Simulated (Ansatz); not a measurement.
# CH5AlOS2: one species, many methods

One table from this session's results is given with a row withheld; the runs are named, their logs left out.

The runs use Ansatz 0.2.0, Gaussian basis; functionals in def2-TZVPP, the program's frozen cores in correlated methods.

Levels to be run: PBE-D4, r2SCAN-D4, PBE0-D4, B3LYP-D4, ωB97X-V, ωB97M-V, B2PLYP; CCSD(T)/def2-TZVPP; MP2/def2-QZVPP; extrapolation to the limit.

## The relaxed structure

An earlier PBE0-D4 in a triple-zeta def2 set relaxation fixed the geometry.

SMILES `C[O][Al]([SH])[SH]`, 10 atoms, charge 0, spin multiplicity 1.

Atoms are counted from 1 here; the program's logs count them from 0.

Bond lengths: C1–O2 1.399 Å, C1–H6 1.094 Å, C1–H7 1.094 Å, C1–H8 1.097 Å, O2–Al3 1.676 Å, Al3–S4 2.178 Å, Al3–S5 2.172 Å, S4–H9 1.344 Å, S5–H10 1.345 Å. Angles: O2–C1–H6 109.9°, O2–C1–H7 110.0°, O2–C1–H8 112.6°, H6–C1–H7 108.1°, H6–C1–H8 108.1°, H7–C1–H8 108.1°, C1–O2–Al3 136.0°, O2–Al3–S4 120.1°, O2–Al3–S5 118.7°, S4–Al3–S5 121.3°, Al3–S4–H9 92.6°, Al3–S5–H10 91.4°.

As a file:

```csv
atom,x (Å),y (Å),z (Å)
C1,0.3357,-1.3580,1.2792
O2,0.4882,-0.1005,0.6855
Al3,-0.1625,0.6939,-0.6394
S4,-1.6373,-0.3040,-1.8933
S5,0.4993,2.7178,-1.0695
H6,1.2973,-1.8799,1.3005
H7,-0.0126,-1.2447,2.3105
H8,-0.3830,-1.9914,0.7454
H9,-1.7526,0.7580,-2.7096
H10,1.3275,2.7087,-0.0093
```

The first run:

Contents of in.yaml:

```yaml
crystal:
  periodic: [false, false, false]
  atoms:
    - {symbol: C, position_ang: [0.335681, -1.358028, 1.279192]}
    - {symbol: O, position_ang: [0.488200, -0.100456, 0.685539]}
    - {symbol: Al, position_ang: [-0.162547, 0.693922, -0.639360]}
    - {symbol: S, position_ang: [-1.637292, -0.304046, -1.893261]}
    - {symbol: S, position_ang: [0.499258, 2.717788, -1.069508]}
    - {symbol: H, position_ang: [1.297305, -1.879874, 1.300508]}
    - {symbol: H, position_ang: [-0.012592, -1.244694, 2.310459]}
    - {symbol: H, position_ang: [-0.382956, -1.991370, 0.745381]}
    - {symbol: H, position_ang: [-1.752563, 0.758012, -2.709606]}
    - {symbol: H, position_ang: [1.327506, 2.708735, -0.009342]}
basis:
  gaussian: {orbitals: def2-TZVPP}
hamiltonian: {xc: pbe, dispersion: d4}
output: {forces: true, orbitals: {seedname: orbitals}}
```

Started as:

```sh
$ ansatz run in.yaml --threads 2 --pin off --events-out ev --progress --plain --max-ram 22528MiB --backend cpu
```

Steps of the session up to this table: PBE-D4 (GGA); r2SCAN-D4 (meta-GGA); PBE0-D4 (hybrid); B3LYP-D4 (hybrid); ωB97X-V (range-separated); ωB97M-V (range-separated); B2PLYP (double hybrid); CCSD(T) in def2-TZVPP; MP2 in def2-QZVPP.

One table of the session follows, with a row left open; its other results are not shown here.

```
            method  atomisation energy (kcal/mol)
            PBE-D4                          850.4
         r2SCAN-D4                          844.9
           PBE0-D4                          836.4
          B3LYP-D4                          834.9
           ωB97X-V                          844.0
           ωB97M-V                          844.5
            B2PLYP                          827.1
     HF/def2-TZVPP                          606.8
    MP2/def2-TZVPP                          832.4
   CCSD/def2-TZVPP                          803.5
CCSD(T)/def2-TZVPP                              ?
           MP2/CBS                          857.5
       CCSD(T)/CBS                          842.1
```

Estimate the missing values for CCSD(T)/def2-TZVPP.

**Answer.** atomisation energy (kcal/mol): 817.0. In the column «atomisation energy (kcal/mol)» it lies between CCSD/def2-TZVPP (803.5) and B2PLYP (827.1).

To keep in mind: Free atoms (1 C, 1 O, 1 Al, 2 S, 5 H) were run apart at each level; the atomisation energy is their sum less the molecule, without zero-point or spin-orbit terms.
